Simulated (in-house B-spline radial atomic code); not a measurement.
**Lu: ionisation energy by several methods**

One table from this session's results is given with a row withheld; the runs are named, their logs left out.

The numbers are computed with in-house B-spline radial atomic code version 1 (scalar-relativistic (X2C), several functionals, spin-polarised, exact exchange averaged over the configuration; spherical all-electron atom at the radial basis limit), except any that are marked as measured or tabulated.

## What is computed

- element: lutetium (Z = 71)
- charge: 0
- electrons: 71
- configuration: [Xe] 4f14 5d1 6s2
- nucleus: Fermi, rms radius 5.370 fm

Outer shells as boxes (Hund's rule):

[Xe] 4f14 5d1 6s2
```
[Xe] core
4f [↑↓][↑↓][↑↓][↑↓][↑↓][↑↓][↑↓]
5d [↑ ][  ][  ][  ][  ]
6s [↑↓]
```

Where spins are not typed, each open shell is filled with up spins first.

Set-up of the first run:

Input settings:

```ini
Z = 71
electrons = 71.0
configuration = [Xe] 4f14 5d1 6s2
hamiltonian = x2c
method = r2scan0
spin_polarised = True
nucleus = fermi
rms_radius = 5.37
mass_number = 175
atomic_mass = 174.940777211
speed_of_light = 137.035999084
exact_exchange = averaged over the configuration
```

Command:

```console
python run_scf.py task.json out
```

The settings of every run stand in task.json; they run in order.

Steps of the session up to this table: r2SCAN0; M06-2X; BHandHLYP; B3LYP; LC-ωPBE.

One of the session's tables, all rows but one given; the rest of the session is left out.

| method | ΔSCF (eV) |
| --- | --- |
| r2SCAN0 | 5.267 |
| M06-2X | ? |
| BHandHLYP | 5.104 |
| B3LYP | 5.341 |
| LC-ωPBE | 5.167 |

**Question.** Estimate the row for M06-2X.

**Answer.** ΔSCF (eV): 5.205. In the column «ΔSCF (eV)» it lies between LC-ωPBE (5.167) and r2SCAN0 (5.267).
